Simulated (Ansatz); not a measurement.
# CH6N2OW: up Jacob's ladder to CCSD(T)

An exercise on one series of results from a longer session: the logs are not shown, and one member is left open.

Method: functionals in def2-TZVPP, the program's frozen cores in correlated methods; program: Ansatz 0.2.0, Gaussian basis.

Levels to be run: LDA (SPW92), PBE-D4, revPBE-D4, BLYP-D4, r2SCAN-D4, B97M-V, PBE0-D4, B3LYP-D4, r2SCANh-D4, r2SCAN0-D4, HSE06-D4, BHLYP-D4, CAM-B3LYP-D4, LC-ωPBE, ωB97X-V, ωB97M-V, B2PLYP, PBE-QIDH; CCSD(T)/def2-SVP; CCSD(T)/def2-TZVPP; MP2/def2-QZVPP; extrapolation to the limit; RPA on PBE.

## The geometry

The geometry comes from an earlier relaxation with PBE0-D4 in a triple-zeta def2 set; it is a stationary point, not always the lowest conformer. W takes the def2 core potential; no spin-orbit term is included.

SMILES `[CH3][W](=[NH])(=[NH])[OH]`, 11 atoms, charge 0, spin multiplicity 1.

Atoms are counted from 1 here; the program's logs count them from 0.

Bond lengths: C1–W2 2.122 Å, C1–H6 1.091 Å, C1–H7 1.094 Å, C1–H8 1.094 Å, W2–N3 1.751 Å, W2–N4 1.749 Å, W2–O5 1.902 Å, N3–H9 1.008 Å, N4–H10 1.007 Å, O5–H11 0.959 Å. Angles: W2–C1–H6 111.5°, W2–C1–H7 109.7°, W2–C1–H8 109.3°, H6–C1–H7 108.4°, H6–C1–H8 108.4°, H7–C1–H8 109.5°, C1–W2–N3 103.8°, C1–W2–N4 103.8°, C1–W2–O5 110.2°, N3–W2–N4 113.6°, N3–W2–O5 112.7°, N4–W2–O5 111.9°, W2–N3–H9 153.9°, W2–N4–H10 158.5°, W2–O5–H11 122.7°.

Set-up of the first run:

in.yaml reads:

```yaml
crystal:
  periodic: [false, false, false]
  atoms:
    - {symbol: C, position_ang: [-1.489717, 0.140168, 0.650133]}
    - {symbol: W, position_ang: [0.389130, -0.078142, -0.312480]}
    - {symbol: N, position_ang: [1.503578, -0.371955, 1.005565]}
    - {symbol: N, position_ang: [0.632719, 1.461339, -1.107080]}
    - {symbol: O, position_ang: [0.326528, -1.517092, -1.554557]}
    - {symbol: H, position_ang: [-1.483871, 0.973828, 1.354218]}
    - {symbol: H, position_ang: [-1.731385, -0.774069, 1.200113]}
    - {symbol: H, position_ang: [-2.261975, 0.329360, -0.101263]}
    - {symbol: H, position_ang: [2.285262, -0.140597, 1.598557]}
    - {symbol: H, position_ang: [1.073223, 2.336236, -1.340053]}
    - {symbol: H, position_ang: [0.756508, -2.359076, -1.393162]}
basis:
  gaussian: {orbitals: def2-TZVPP}
hamiltonian: {xc: lda}
output: {orbitals: {seedname: orbitals}}
```

The run is started by

```console
$ ansatz run in.yaml --threads 4 --pin off --events-out ev --progress --plain --max-ram 10444MiB
```

Steps of the session up to this table: LDA; PBE-D4 (GGA); revPBE-D4 (GGA); BLYP-D4 (GGA); r2SCAN-D4 (meta-GGA); B97M-V (meta-GGA); PBE0-D4 (hybrid); B3LYP-D4 (hybrid); r2SCANh-D4 (hybrid); r2SCAN0-D4 (hybrid); HSE06-D4 (hybrid); BHLYP-D4 (hybrid); CAM-B3LYP-D4 (range-separated); LC-ωPBE (range-separated); ωB97X-V (range-separated); ωB97M-V (range-separated); B2PLYP (double hybrid); PBE-QIDH (double hybrid).

One table of the session follows, with a row left open; its other results are not shown here.

It belongs to the step «Orbital energies across the functionals». 

| functional | HOMO (eV) | gap (eV) |
| --- | --- | --- |
| LDA (SPW92) | -6.40 | 4.29 |
| PBE-D4 | -6.21 | 4.33 |
| revPBE-D4 | -6.14 | 4.35 |
| BLYP-D4 | -6.09 | 4.30 |
| r2SCAN-D4 | -6.49 | 4.74 |
| B97M-V | -6.54 | 4.83 |
| PBE0-D4 | -7.55 | 6.52 |
| B3LYP-D4 | ? | ? |
| r2SCANh-D4 | -6.99 | 5.55 |
| r2SCAN0-D4 | -7.75 | 6.79 |
| HSE06-D4 | -7.15 | 5.73 |
| BHLYP-D4 | -8.78 | 8.71 |
| CAM-B3LYP-D4 | -8.93 | 8.97 |
| LC-ωPBE | -10.27 | 11.49 |
| ωB97X-V | -9.92 | 11.04 |
| ωB97M-V | -9.84 | 10.89 |

**Question.** Estimate the row for B3LYP-D4.

Worked estimate for «HOMO (eV)». Against the share of exact exchange, BLYP-D4 (0, -6.09), BHLYP-D4 (0.5, -8.78) give a slope of -5.38 per unit share; at 0.2 the line stands at -7.17.

**Answer.** HOMO (eV): -7.32; gap (eV): 6.04. In «HOMO (eV)» the line misses by +0.15.
